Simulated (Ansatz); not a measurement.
**F2H4OSi2: basis-set convergence**

How large a basis does F2H4OSi2 need? Two functionals are run in growing sets.

Program: Ansatz 0.2.0, Gaussian basis. Level of theory: one geometry, several basis sets. These are calculated values, not measurements.

The runs, in order: PBE0-D4/def2-SVP; ωB97M-V/def2-SVP; PBE0-D4/def2-QZVPP; ωB97M-V/def2-QZVPP; the functionals' def2-TZVPP values are taken from earlier runs.

## (1) The relaxed structure

An earlier PBE0-D4 in a triple-zeta def2 set relaxation fixed the geometry.

SMILES `O[SiH](F)[SiH2]F`, 9 atoms, charge 0, spin multiplicity 1.

Atoms are counted from 1 here; the program's logs count them from 0.

Bond lengths: O1–Si2 1.634 Å, O1–H6 0.959 Å, Si2–F3 1.601 Å, Si2–Si4 2.358 Å, Si2–H7 1.480 Å, Si4–F5 1.612 Å, Si4–H8 1.485 Å, Si4–H9 1.487 Å. Angles: Si2–O1–H6 118.4°, O1–Si2–F3 110.8°, O1–Si2–Si4 109.5°, O1–Si2–H7 106.2°, F3–Si2–Si4 107.8°, F3–Si2–H7 107.1°, Si4–Si2–H7 115.4°, Si2–Si4–F5 106.0°, Si2–Si4–H8 114.0°, Si2–Si4–H9 111.6°, F5–Si4–H8 108.1°, F5–Si4–H9 107.7°, H8–Si4–H9 109.2°.

## (2) PBE0-D4 in def2-SVP

Contents of in.yaml:

```yaml
crystal:
  periodic: [false, false, false]
  atoms:
    - {symbol: O, position_ang: [0.844256, 1.766691, -0.485036]}
    - {symbol: Si, position_ang: [0.969393, 0.137753, -0.453135]}
    - {symbol: F, position_ang: [0.986743, -0.459718, -1.938460]}
    - {symbol: Si, position_ang: [-0.894005, -0.772368, 0.668268]}
    - {symbol: F, position_ang: [-2.133896, 0.202580, 0.333755]}
    - {symbol: H, position_ang: [-0.014158, 2.154901, -0.665145]}
    - {symbol: H, position_ang: [2.284576, -0.163879, 0.153839]}
    - {symbol: H, position_ang: [-1.253017, -2.143889, 0.226622]}
    - {symbol: H, position_ang: [-0.701490, -0.768270, 2.142294]}
basis:
  gaussian: {orbitals: def2-SVP}
hamiltonian: {xc: pbe0, dispersion: d4}
output: {orbitals: {seedname: orbitals}}
```

Further steps of the session: ωB97M-V in def2-SVP; PBE0-D4 in def2-QZVPP; ωB97M-V in def2-QZVPP.

Before running them: what should the planned runs give, taken together? Wanted: PBE0-D4: double and triple zeta above quadruple; ωB97M-V: double and triple zeta above quadruple.

As calculated:

```
                                       quantity           value
PBE0-D4: double and triple zeta above quadruple  16.53, 0.99 eV
ωB97M-V: double and triple zeta above quadruple  16.67, 0.92 eV
```

In words: PBE0-D4 gains 15.54 eV from double to triple zeta, then 0.99 eV more. These are total energies; as a rule much of such shifts cancels in differences, which this series doesn't test. The LUMO of ωB97M-V is positive and keeps falling with the basis (1.17 to 0.40 eV): an unbound level that the basis holds in place.
